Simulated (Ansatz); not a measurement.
What does this script print? It uses Ansatz 0.2.0, Python API.

The script, `pipeline_sczn.py`:
```python
"""From the given cell of ScZn to a relaxed cell, its gap and its density of states."""

import ansatz
import numpy as np


def count_gap(report):
    # lowest empty less highest filled band, counting bands; zero where they overlap
    return max(report.get("gap_by_band_count_ev") or 0.0, 0.0)


def configured(crystal, spacing):
    return (
        crystal.calculation()
        .basis(420)
        .functional("lda")
        .occupations("Fermi-Dirac", width=0.1)
        .kpoints(spacing=spacing)
    )

lattice = ansatz.Lattice.of(
    (3.35, 0.0, 0.0),
    (0.0, 3.35, 0.0),
    (0.0, 0.0, 3.35),
)
sites = [
    ("Sc", (0.0, 0.0, 0.0)),
    ("Zn", (0.5, 0.5, 0.5)),
]
crystal = ansatz.Crystal(lattice=lattice)
for symbol, position in sites:
    crystal = crystal.atom(symbol, position)

relaxed = configured(crystal, 0.3).relax(cell=True, force_tolerance=0.02, max_steps=40).checkpoint(write="relax.run", compress=False).run()
cell = np.asarray(relaxed.lattice.cell_ang)
print("relaxed edges (A):", np.linalg.norm(cell, axis=1).round(4), " volume:", round(abs(np.linalg.det(cell)), 3), "A^3")
for site in relaxed.lattice.sites:
    print(" ", site.symbol, np.round(site.position_frac, 4) + 0.0)

final = ansatz.Crystal.from_checkpoint("relax.run")
out = configured(final, 0.22).functional("lda").stress().band_table().density_of_states(energy_step=0.05).run()
data = out.report
dos = out.density_of_states()
print(f"pressure at the relaxed cell {np.trace(data['stress_gpa']) / 3:.3f} GPa, gap by band count {count_gap(data):.3f} eV")
if count_gap(data) == 0:
    print("states/eV at the Fermi level:", round(float(np.interp(dos.fermi_ev, dos.energies_ev, dos.spin_summed_g_bin_mean_per_ev)), 3))
```

`python pipeline_sczn.py` gives:
```text
relaxed edges (A): [3.2565 3.2565 3.2565]  volume: 34.534 A^3
  Sc [0. 0. 0.]
  Zn [0.5 0.5 0.5]
DeckWarning: crystal.checkpoint: the structure is that of relax.run, a `relax` run, at its step 4: its result, under lda at a charge of 0 e; 2 atoms read, 0 with a starting moment [...]
pressure at the relaxed cell 0.019 GPa, gap by band count 0.000 eV
states/eV at the Fermi level: 2.138
```
(Warnings from the package without file and line, shortened.)

Caveats:
- The mesh is modest for a metal, so energies can be off by several to tens of meV an atom and pressures by half a GPa or more; differences at equal mesh fare better.
- An absolute Fermi energy rests on an arbitrary zero of the periodic potential and has no direct meaning.
- A gap by band count of zero or less means overlapping bands, a metal, and at an odd count of electrons it is no gap at all.
- The structure is a deposited one; some such entries were measured under pressure or heat, so a shift against it needn't be the functional's error alone.
- Levels are Kohn-Sham eigenvalues on this mesh.
- Where the second run takes another functional or mesh than the relaxation, its pressure isn't zero; pressure is positive in compression.
- The computed bands are complete only to about 3.7 eV above the Fermi level; beyond that the density of states is undercounted.
- Wall time of the script: 3.8 s on 1 thread of Intel(R) Xeon(R) Platinum 8488C (Sapphire Rapids) (shared host), peak memory 0.43 GiB.
